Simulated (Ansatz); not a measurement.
**C2H7AlBFSi: basis-set convergence**

Aim: see how fast density functionals converge with the basis set for C2H7AlBFSi.

The runs use Ansatz 0.2.0, Gaussian basis; one geometry, several basis sets.

The runs, in order: PBE0-D4/def2-SVP; ωB97M-V/def2-SVP; PBE0-D4/def2-QZVPP; ωB97M-V/def2-QZVPP; the functionals' def2-TZVPP values are taken from earlier runs.

## (1) The geometry

The geometry comes from an earlier relaxation with PBE0-D4 in a triple-zeta def2 set; it is a stationary point, not always the lowest conformer.

13 atoms, charge 0, spin multiplicity 1.

Atoms are counted from 1 here; the program's logs count them from 0.

Bond lengths: C1–C2 1.481 Å, C1–B5 1.605 Å, C1–H7 1.085 Å, C1–H8 1.085 Å, C2–Si3 1.761 Å, C2–B5 1.695 Å, C2–H9 1.082 Å, Si3–F4 1.591 Å, Si3–B5 2.081 Å, Si3–H10 1.470 Å, Si3–H11 1.702 Å, B5–Al6 2.076 Å, B5–H11 1.311 Å, Al6–H12 1.596 Å, Al6–H13 1.597 Å. Angles: C2–C1–B5 66.5°, C2–C1–H7 115.8°, C2–C1–H8 118.8°, B5–C1–H7 115.8°, B5–C1–H8 119.9°, H7–C1–H8 112.8°, C1–C2–Si3 109.9°, C1–C2–B5 60.3°, C1–C2–H9 122.4°, Si3–C2–B5 74.0°, Si3–C2–H9 125.8°, B5–C2–H9 119.5°, C2–Si3–F4 123.3°, C2–Si3–B5 51.6°, C2–Si3–H10 123.2°, C2–Si3–H11 87.5°, F4–Si3–B5 123.9°, F4–Si3–H10 107.8° and more.

## (2) PBE0-D4 in def2-SVP

File in.yaml:

```yaml
crystal:
  periodic: [false, false, false]
  atoms:
    - {symbol: C, position_ang: [-0.155532, -1.488415, 0.448142]}
    - {symbol: C, position_ang: [1.074420, -0.717667, 0.152075]}
    - {symbol: Si, position_ang: [0.970503, -0.021552, -1.462279]}
    - {symbol: F, position_ang: [0.805392, -0.895616, -2.781373]}
    - {symbol: B, position_ang: [-0.436856, 0.045918, 0.068685]}
    - {symbol: Al, position_ang: [-1.200437, 1.628645, 1.173187]}
    - {symbol: H, position_ang: [-0.307771, -1.752503, 1.489862]}
    - {symbol: H, position_ang: [-0.453341, -2.277885, -0.233267]}
    - {symbol: H, position_ang: [1.776736, -0.427896, 0.922201]}
    - {symbol: H, position_ang: [1.621360, 1.241659, -1.837433]}
    - {symbol: H, position_ang: [-0.706789, 0.120318, -1.212323]}
    - {symbol: H, position_ang: [-1.967301, 2.871583, 0.529728]}
    - {symbol: H, position_ang: [-0.999984, 1.638909, 2.757492]}
basis:
  gaussian: {orbitals: def2-SVP}
hamiltonian: {xc: pbe0, dispersion: d4}
output: {orbitals: {seedname: orbitals}}
```

Command:

```console
$ ansatz run in.yaml --threads 4 --pin off --events-out ev --progress --plain --max-ram 10444MiB
```

The runs that follow: ωB97M-V in def2-SVP; PBE0-D4 in def2-QZVPP; ωB97M-V in def2-QZVPP.

Before running them: what should the planned runs give, taken together? Wanted: PBE0-D4: double and triple zeta above quadruple; ωB97M-V: double and triple zeta above quadruple.

As calculated:

| quantity | value |
| --- | --- |
| PBE0-D4: double and triple zeta above quadruple | 12.45, 0.79 eV |
| ωB97M-V: double and triple zeta above quadruple | 12.63, 0.74 eV |

In words: For PBE0-D4 the step from double to triple zeta gains 11.66 eV and the next only 0.79 eV. Total energies overstate the basis error of differences, where much of it tends to cancel.
